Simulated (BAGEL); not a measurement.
**C2H4AlFO (SMILES C=C[O][AlH][F]), step by step**

We compute the energy (HF/def2-SV(P)), then the energy (NEVPT2(2,2)/def2-SV(P)), then the energy (CASPT2(2,2)/def2-SV(P)) of C2H4AlFO. 

The calculation is run with BAGEL 1.2.2.

2 further runs of the same task are left out: 2 set aside as unsound or not needed.

**1. Starting point**

The species is C2H4AlFO (9 atoms), meant as a singlet with charge 0. As SMILES, `C=C[O][AlH][F]`. The C2–H8 distance was set to 1.472 Å, away from the relaxed value.

Bond lengths: C1–C2 1.325 Å, C2–O3 1.346 Å, O3–Al4 1.684 Å, Al4–F5 1.640 Å, C1–H6 1.083 Å, C1–H7 1.081 Å, Al4–H9 1.565 Å. Angles: C1–C2–O3 123.2°, C2–O3–Al4 137.8°, O3–Al4–F5 116.4°, C2–C1–H6 121.4°, C2–C1–H7 119.7°, O3–Al4–H9 123.2°, F5–Al4–H9 120.5°, H6–C1–H7 119.0°. A long bond or contact: C2–H8 1.472 Å.

**2. The energy at HF/def2-SV(P) (density fitting with svp-jkfit) (run 1)**

File calc.json:

```json
{ "bagel": [

{
  "title": "molecule",
  "basis": "def2-sv_p_.json",
  "df_basis": "svp-jkfit",
  "angstrom": "true",
  "geometry": [
    { "atom": "C", "xyz": [      -1.467145,      -0.209521,       1.441424 ] },
    { "atom": "C", "xyz": [      -0.633145,      -0.162321,       0.413024 ] },
    { "atom": "O", "xyz": [       0.585155,       0.407079,       0.477124 ] },
    { "atom": "Al", "xyz": [       1.895655,       0.669879,      -0.547276 ] },
    { "atom": "F", "xyz": [       3.182455,       1.452179,       0.102524 ] },
    { "atom": "H", "xyz": [      -1.202845,       0.215879,       2.401624 ] },
    { "atom": "H", "xyz": [      -2.432845,      -0.681621,       1.326024 ] },
    { "atom": "H", "xyz": [      -0.999000,      -0.743100,      -0.888800 ] },
    { "atom": "H", "xyz": [       1.919155,       0.209779,      -2.042776 ] }
  ]
},

{ "title": "hf" },

{ "title": "print", "file": "orbitals.molden", "orbitals": "true" }

]}
```

The basis set def2-SV(P) is read from a file made from the Basis Set Exchange's data (not shown).

Command:

```console
$ BAGEL_NUM_THREADS=1 BAGEL calc.json > calc.out
```

The log of the run:

```text
* using 1 threads per process

  ===============================================================
  ===============================================================

  *** Geometry ***

  { "atom" : "C", "xyz" : [     -2.772502,     -0.395937,      2.723897 ] },
  { "atom" : "C", "xyz" : [     -1.196471,     -0.306742,      0.780502 ] },
  { "atom" : "O", "xyz" : [      1.105783,      0.769268,      0.901634 ] },
  { "atom" : "Al", "xyz" : [      3.582269,      1.265888,     -1.034202 ] },
  { "atom" : "F", "xyz" : [      6.013968,      2.744221,      0.193742 ] },
  { "atom" : "H", "xyz" : [     -2.273048,      0.407952,      4.538412 ] },
  { "atom" : "H", "xyz" : [     -4.597411,     -1.288077,      2.505822 ] },
  { "atom" : "H", "xyz" : [     -1.887836,     -1.404255,     -1.679589 ] },
  { "atom" : "H", "xyz" : [      3.626677,      0.396425,     -3.860287 ] },

  Number of auxiliary basis functions:      504

  Since a DF basis is specified, we compute 2- and 3-index integrals:
    o Being stored without compression. Storage requirement is 0.027 GB

  Number of basis functions:       82
  Number of electrons      :       46

    * METHOD: MOLECULE                             0.24

  *** RHF ***

  === Nuclear Repulsion ===
   200.2933948271

      * DIIS with orbital gradients will be used.

  === RHF iteration (def2-sv_p_.json) ===
      0       -493.74099385          0.02251689           0.07
      1       -493.93984811          0.01461050           0.07
      2       -494.04097336          0.00173179           0.06
      3       -494.04310770          0.00061844           0.06
      4       -494.04339269          0.00018282           0.06
      5       -494.04342388          0.00006787           0.07
      6       -494.04342970          0.00003869           0.07
      7       -494.04343171          0.00000633           0.06
      8       -494.04343177          0.00000200           0.06
      9       -494.04343177          0.00000091           0.07
     10       -494.04343177          0.00000029           0.06
     11       -494.04343177          0.00000012           0.06
     12       -494.04343177          0.00000002           0.07
     13       -494.04343177          0.00000001           0.06
    * SCF iteration converged.

    * Permanent dipole moment:
           (    0.348271,     0.314965,     0.492236) a.u.

    * METHOD: HF                                   1.09

    * METHOD: PRINT                                0.02

  ===============================================================
```

It took 1.5 s on 1 thread of Arm Neoverse V1, shared host; peak memory 0.15 GiB.

**3. A single-point energy at NEVPT2(2,2)/def2-SV(P) (density fitting with svp-jkfit) (run 2)**

File job.json:

```json
{ "bagel": [

{
  "title": "molecule",
  "basis": "def2-sv_p_.json",
  "df_basis": "svp-jkfit",
  "angstrom": true,
  "geometry": [
    { "atom": "C", "xyz": [   -1.467145,   -0.209521,    1.441424 ] },
    { "atom": "C", "xyz": [   -0.633145,   -0.162321,    0.413024 ] },
    { "atom": "O", "xyz": [    0.585155,    0.407079,    0.477124 ] },
    { "atom": "Al", "xyz": [    1.895655,    0.669879,   -0.547276 ] },
    { "atom": "F", "xyz": [    3.182455,    1.452179,    0.102524 ] },
    { "atom": "H", "xyz": [   -1.202845,    0.215879,    2.401624 ] },
    { "atom": "H", "xyz": [   -2.432845,   -0.681621,    1.326024 ] },
    { "atom": "H", "xyz": [   -0.999000,   -0.743100,   -0.888800 ] },
    { "atom": "H", "xyz": [    1.919155,    0.209779,   -2.042776 ] }
  ]
},
{ "title": "hf" },
{ "title": "casscf", "nstate": 1, "nact": 2, "nclosed": 22, "nspin": 0, "active": [22, 26], "maxiter": 200, "natocc": true },
{
  "title": "nevpt2",
  "nstate": 1,
  "nact": 2,
  "nclosed": 22,
  "nspin": 0,
  "active": [22, 26],
  "maxiter": 200,
  "natocc": true,
  "ncore": 9
},
{ "title": "print", "file": "orbitals.molden", "orbitals": true }

]}
```

The basis set def2-SV(P) is read from a file made from the Basis Set Exchange's data (not shown).

Command:

```console
$ BAGEL_NUM_THREADS=1 BAGEL job.json > job.out
```

The log of the run:

```text
* using 1 threads per process

  ===============================================================
  ===============================================================

  *** Geometry ***

  { "atom" : "C", "xyz" : [     -2.772502,     -0.395937,      2.723897 ] },
  { "atom" : "C", "xyz" : [     -1.196471,     -0.306742,      0.780502 ] },
  { "atom" : "O", "xyz" : [      1.105783,      0.769268,      0.901634 ] },
  { "atom" : "Al", "xyz" : [      3.582269,      1.265888,     -1.034202 ] },
  { "atom" : "F", "xyz" : [      6.013968,      2.744221,      0.193742 ] },
  { "atom" : "H", "xyz" : [     -2.273048,      0.407952,      4.538412 ] },
  { "atom" : "H", "xyz" : [     -4.597411,     -1.288077,      2.505822 ] },
  { "atom" : "H", "xyz" : [     -1.887836,     -1.404255,     -1.679589 ] },
  { "atom" : "H", "xyz" : [      3.626677,      0.396425,     -3.860287 ] },

  Number of auxiliary basis functions:      504

  Since a DF basis is specified, we compute 2- and 3-index integrals:
    o Being stored without compression. Storage requirement is 0.027 GB

  Number of basis functions:       82
  Number of electrons      :       46

    * METHOD: MOLECULE                             0.24

  *** RHF ***

  === Nuclear Repulsion ===
   200.2933948271

      * DIIS with orbital gradients will be used.

  === RHF iteration (def2-sv_p_.json) ===
      0       -493.74099385          0.02251689           0.07
      1       -493.93984811          0.01461050           0.06
      2       -494.04097336          0.00173179           0.06
      3       -494.04310770          0.00061844           0.06
      4       -494.04339269          0.00018282           0.06
      5       -494.04342388          0.00006787           0.06
      6       -494.04342970          0.00003869           0.06
      7       -494.04343171          0.00000633           0.06
      8       -494.04343177          0.00000200           0.06
      9       -494.04343177          0.00000091           0.06
     10       -494.04343177          0.00000029           0.06
     11       -494.04343177          0.00000012           0.06
     12       -494.04343177          0.00000002           0.06
     13       -494.04343177          0.00000001           0.06
    * SCF iteration converged.

    * Permanent dipole moment:
           (    0.348271,     0.314965,     0.492236) a.u.

    * METHOD: HF                                   1.07

  ---------------------------
      CASSCF calculation
  ---------------------------

    ==== Active orbitals : =====
         Orbital 22
         Orbital 26
    ============================

    * nstate   :      1
    * nclosed  :     22
    * nact     :      2
    * nvirt    :     58
  === CASSCF iteration (def2-sv_p_.json) ===

    * Using the second-order algorithm

      0  0      -494.04492658     3.13e-04      0.02

      1  0      -494.06987375     1.69e-03      0.30

      2  0      -494.07235850     2.47e-04      0.35

      3  0      -494.07239127     5.78e-05      0.34

      4  0      -494.07239223     1.39e-05      0.34

      5  0      -494.07239227     3.44e-06      0.36

      6  0      -494.07239228     8.53e-07      0.34

      7  0      -494.07239228     2.11e-07      0.34

      8  0      -494.07239228     5.24e-08      0.31

      9  0      -494.07239228     1.30e-08      0.30

     10  0      -494.07239228     3.22e-09      0.27

    * Second-order optimization converged. *

     guess   0:   closed 1.                   open ..

  === FCI iteration ===

      0  0      -494.04266321     8.66e-02      0.00
      1  0      -494.07238738     9.09e-04      0.00
      2  0 *    -494.07239228     5.10e-16      0.00

     * ci vector, state   0, <S^2> = 0.0000
       2.     0.9855927821
       .2    -0.1691356492

    * METHOD: CASSCF                               3.42

    * freezing 9 orbitals

  === DF-NEVPT2 calculation ===

    * 3-index integral transformation done
    * assembly done

      NEVPT2 correlation energy:   -0.6470666644      0.19

          (+0)     -0.5947834011
          (+0)'    -0.0146282246
          (+1)     -0.0107212446
          (+1)'    -0.0000000000
          (+2)     -0.0002534528
          (-1)     -0.0231356594
          (-1)'     0.0000000000
          (-2)     -0.0035446818

      NEVPT2 total energy:       -494.7194589420

    * METHOD: NEVPT2                               0.31

    * METHOD: PRINT                                0.02

  ===============================================================
```

Run time: 5.4 s. Hardware: 1 thread of Arm Neoverse V1, shared host; peak memory 0.15 GiB.

**4. A single-point energy at CASPT2(2,2)/def2-SV(P) (density fitting with svp-jkfit) (run 3)**

File job.json:

```json
{ "bagel": [

{
  "title": "molecule",
  "basis": "def2-sv_p_.json",
  "df_basis": "svp-jkfit",
  "angstrom": "true",
  "geometry": [
    { "atom": "C", "xyz": [      -1.467145,      -0.209521,       1.441424 ] },
    { "atom": "C", "xyz": [      -0.633145,      -0.162321,       0.413024 ] },
    { "atom": "O", "xyz": [       0.585155,       0.407079,       0.477124 ] },
    { "atom": "Al", "xyz": [       1.895655,       0.669879,      -0.547276 ] },
    { "atom": "F", "xyz": [       3.182455,       1.452179,       0.102524 ] },
    { "atom": "H", "xyz": [      -1.202845,       0.215879,       2.401624 ] },
    { "atom": "H", "xyz": [      -2.432845,      -0.681621,       1.326024 ] },
    { "atom": "H", "xyz": [      -0.999000,      -0.743100,      -0.888800 ] },
    { "atom": "H", "xyz": [       1.919155,       0.209779,      -2.042776 ] }
  ]
},

{ "title": "hf" },

{ "title": "casscf", "nstate": 1, "nact": 2, "nclosed": 22, "active": [22, 26], "maxiter": 200, "natocc": "true" },

{ "title": "print", "file": "orbitals.molden", "orbitals": "true" },

{ "title": "smith", "method": "caspt2", "ms": "true", "xms": "true", "sssr": "true", "shift": 0.2, "shift_imag": "true", "ncore": 9 }

]}
```

The basis set def2-SV(P) is read from a file made from the Basis Set Exchange's data (not shown).

Command:

```console
$ BAGEL_NUM_THREADS=1 BAGEL job.json > job.out
```

The log of the run:

```text
* using 1 threads per process

  ===============================================================
  ===============================================================

  *** Geometry ***

  { "atom" : "C", "xyz" : [     -2.772502,     -0.395937,      2.723897 ] },
  { "atom" : "C", "xyz" : [     -1.196471,     -0.306742,      0.780502 ] },
  { "atom" : "O", "xyz" : [      1.105783,      0.769268,      0.901634 ] },
  { "atom" : "Al", "xyz" : [      3.582269,      1.265888,     -1.034202 ] },
  { "atom" : "F", "xyz" : [      6.013968,      2.744221,      0.193742 ] },
  { "atom" : "H", "xyz" : [     -2.273048,      0.407952,      4.538412 ] },
  { "atom" : "H", "xyz" : [     -4.597411,     -1.288077,      2.505822 ] },
  { "atom" : "H", "xyz" : [     -1.887836,     -1.404255,     -1.679589 ] },
  { "atom" : "H", "xyz" : [      3.626677,      0.396425,     -3.860287 ] },

  Number of auxiliary basis functions:      504

  Since a DF basis is specified, we compute 2- and 3-index integrals:
    o Being stored without compression. Storage requirement is 0.027 GB

  Number of basis functions:       82
  Number of electrons      :       46

    * METHOD: MOLECULE                             0.25

  *** RHF ***

  === Nuclear Repulsion ===
   200.2933948271

      * DIIS with orbital gradients will be used.

  === RHF iteration (def2-sv_p_.json) ===
      0       -493.74099385          0.02251689           0.07
      1       -493.93984811          0.01461050           0.07
      2       -494.04097336          0.00173179           0.07
      3       -494.04310770          0.00061844           0.07
      4       -494.04339269          0.00018282           0.07
      5       -494.04342388          0.00006787           0.06
      6       -494.04342970          0.00003869           0.06
      7       -494.04343171          0.00000633           0.07
      8       -494.04343177          0.00000200           0.07
      9       -494.04343177          0.00000091           0.06
     10       -494.04343177          0.00000029           0.06
     11       -494.04343177          0.00000012           0.06
     12       -494.04343177          0.00000002           0.06
     13       -494.04343177          0.00000001           0.06
    * SCF iteration converged.

    * Permanent dipole moment:
           (    0.348271,     0.314965,     0.492236) a.u.

    * METHOD: HF                                   1.09

  ---------------------------
      CASSCF calculation
  ---------------------------

    ==== Active orbitals : =====
         Orbital 22
         Orbital 26
    ============================

    * nstate   :      1
    * nclosed  :     22
    * nact     :      2
    * nvirt    :     58
  === CASSCF iteration (def2-sv_p_.json) ===

    * Using the second-order algorithm

      0  0      -494.04492658     3.13e-04      0.02

      1  0      -494.06987375     1.69e-03      0.31

      2  0      -494.07235850     2.47e-04      0.35

      3  0      -494.07239127     5.78e-05      0.34

      4  0      -494.07239223     1.39e-05      0.34

      5  0      -494.07239227     3.44e-06      0.50

      6  0      -494.07239228     8.53e-07      0.39

      7  0      -494.07239228     2.11e-07      0.37

      8  0      -494.07239228     5.24e-08      0.34

      9  0      -494.07239228     1.30e-08      0.31

     10  0      -494.07239228     3.22e-09      0.28

    * Second-order optimization converged. *

     guess   0:   closed 1.                   open ..

  === FCI iteration ===

      0  0      -494.04266321     8.66e-02      0.00
      1  0      -494.07238738     9.09e-04      0.00
      2  0 *    -494.07239228     5.10e-16      0.00

     * ci vector, state   0, <S^2> = 0.0000
       2.     0.9855927821
       .2    -0.1691356492

    * METHOD: CASSCF                               3.71

    * METHOD: PRINT                                0.02

  === SMITH program ===

    * freezing 9 orbitals

    * Approximate memory requirement for SMITH calulation per MPI process:
      o Storage requirement for T-amplitude, lambda, and residual is 0.02 GB
      o Storage requirement for MO integrals is 0.01 GB
    * Calculating and saving rdm4f

    * Zeroth order energy : state  0       -0.9882691429

    * CASPT2 iteration is performed using orthogonal basis

      -------------------------------------------  CASPT2 iteration  ---------------------------------------------------
       #      aibj      arbs      arbi      airj      risj      airs      arst      rist         Etot      error   time
      ------------------------------------------------------------------------------------------------------------------

       0  -0.59347  -0.00437  -0.02409  -0.01143  -0.00037  -0.01289   0.00000  -0.00000   -0.6466227  0.0012045   0.10
       1  -0.59364  -0.00440  -0.02417  -0.01162  -0.00040  -0.01316  -0.00000  -0.00000   -0.6473848  0.0001945   0.09
       2  -0.59365  -0.00440  -0.02417  -0.01162  -0.00040  -0.01316  -0.00000  -0.00000   -0.6474075  0.0000387   0.09
       3  -0.59365  -0.00440  -0.02417  -0.01162  -0.00040  -0.01317  -0.00000  -0.00000   -0.6474082  0.0000084   0.09
       4  -0.59365  -0.00440  -0.02417  -0.01162  -0.00040  -0.01317  -0.00000  -0.00000   -0.6474083  0.0000018   0.09
       5  -0.59365  -0.00440  -0.02417  -0.01162  -0.00040  -0.01317  -0.00000  -0.00000   -0.6474083  0.0000003   0.09

      ------------------------------------------------------------------------------------------------------------------

    * CASPT2 energy : state  0     -494.7226525284
        w/o shift correction       -494.7198005586
        reference weight              0.8394543683

    * METHOD: SMITH                                0.80

  ===============================================================
```

Wall time 6 s (1 thread of Arm Neoverse V1, shared host); peak memory 0.21 GiB.

**5. Outcome**

| quantity | value |
| --- | --- |
| run 1, HF/def2-SV(P): total energy | -494.04343 Eh |
| run 1, HF/def2-SV(P): dipole moment | 1.73 D |
| run 1, HF/def2-SV(P): HOMO energy | -9.67 eV |
| run 1, HF/def2-SV(P): LUMO energy | 2.14 eV |
| run 1, HF/def2-SV(P): HOMO–LUMO gap | 11.81 eV |
| run 2, NEVPT2(2,2)/def2-SV(P): total energy | -494.71946 Eh |
| run 3, CASPT2(2,2)/def2-SV(P): total energy | -494.72265 Eh |
